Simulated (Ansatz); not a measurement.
**SnAs: strong compression**

How does SnAs answer strong compression? Methods of the runs shown: PAW. Its runs: atoms relaxed at the given volume (PAW); volume scaled by 1 (PAW); atoms relaxed at 0.9 of the volume (PAW); volume scaled by 0.9 (PAW); atoms relaxed at 0.85 of the volume (PAW); volume scaled by 0.85 (PAW); atoms relaxed at 0.7 of the volume (PAW); volume scaled by 0.7 (PAW).

The COD entry's cell or inner coordinates are ideal or old and differ from later refinements, so a difference from it is no clean test against experiment.

Program: Ansatz 0.2.0. Level of theory: DFT, r2SCAN, PAW with Ansatz's default frozen-core files, scalar-relativistic. These are calculated values, not measurements.

### Step 1. Starting point

Symmetry: Fm-3m, No. 225, cubic system. Conventional cell: a = 5.681 Å, b = 5.681 Å, c = 5.681 Å, α = 90.00°, β = 90.00°, γ = 90.00°. Sn (site symmetry m-3m) is surrounded by 6 As at 2.84 Å. As (site symmetry m-3m) has 6 Sn at 2.84 Å as nearest neighbours.

As a file:

```cif
data_structure
_symmetry_space_group_name_H-M 'P 1'
_symmetry_Int_Tables_number 1
_cell_length_a 4.0171
_cell_length_b 4.0171
_cell_length_c 4.0171
_cell_angle_alpha 60.000
_cell_angle_beta 60.000
_cell_angle_gamma 60.000
_cell_volume 45.84
loop_
_atom_site_label
_atom_site_type_symbol
_atom_site_fract_x
_atom_site_fract_y
_atom_site_fract_z
_atom_site_occupancy
Sn1 Sn 0.00000 0.00000 0.00000 1
As1 As 0.50000 0.50000 0.50000 1
```

Whether this phase is the stable one at these pressures isn't tested.

Atoms are numbered in the order of the input: Sn1, As2.

### Step 2. Atoms relaxed at the given volume, PAW

File input.yaml:

```yaml
crystal:
  lattice:
    - [0.0, 2.8405, 2.8405]
    - [2.8405, 0.0, 2.8405]
    - [2.8405, 2.8405, 0.0]
  atoms:
    - { symbol: Sn, position: [0.0, 0.0, 0.0] }
    - { symbol: As, position: [0.5, 0.5, 0.5] }
kpoints:
  mp_grid: { grid: [11, 11, 11] }
scf:
  occupations: { method: fermi_dirac, width: 0.05 }
hamiltonian:
  xc: r2scan
  pseudopotentials: { kind: paw }
output:
  forces: true
  stress: true
relax:
  f_tol: 0.01
  max_steps: 30
```

Launch:

```sh
$ ansatz run input.yaml --threads 1 --pin off --max-ram 2048MiB --backend cpu --events-out ev --progress --plain --runs-dir out
```

The runs that follow: Volume scaled by 1, PAW; Atoms relaxed at 0.9 of the volume, PAW; Volume scaled by 0.9, PAW; Atoms relaxed at 0.85 of the volume, PAW; Volume scaled by 0.85, PAW; Atoms relaxed at 0.7 of the volume, PAW; Volume scaled by 0.7, PAW.

Q: Predict the outcome of this session. Wanted: PAW pressure at 0.7 of the volume; fitted bulk modulus at zero pressure.

As calculated:

```
                                  quantity     value
         PAW pressure at 0.7 of the volume  70.8 GPa
fitted bulk modulus at zero pressure (PAW)    73 GPa
                   its pressure derivative      4.56
```

**Reading.** By PAW the pressure climbs to 71 GPa at 0.7 of the first volume. One third-order Birch-Murnaghan curve follows these points (B₀ = 73 GPa, B′ = 4.56, misfit at most 0.06 GPa). A fit over so wide a range leans to the high pressures, so B₀ can be off by several per cent. No all-electron run checks these rows here, and frozen cores can fail under such compression. The ions are at rest, and the electrons smeared by 0.05 eV.
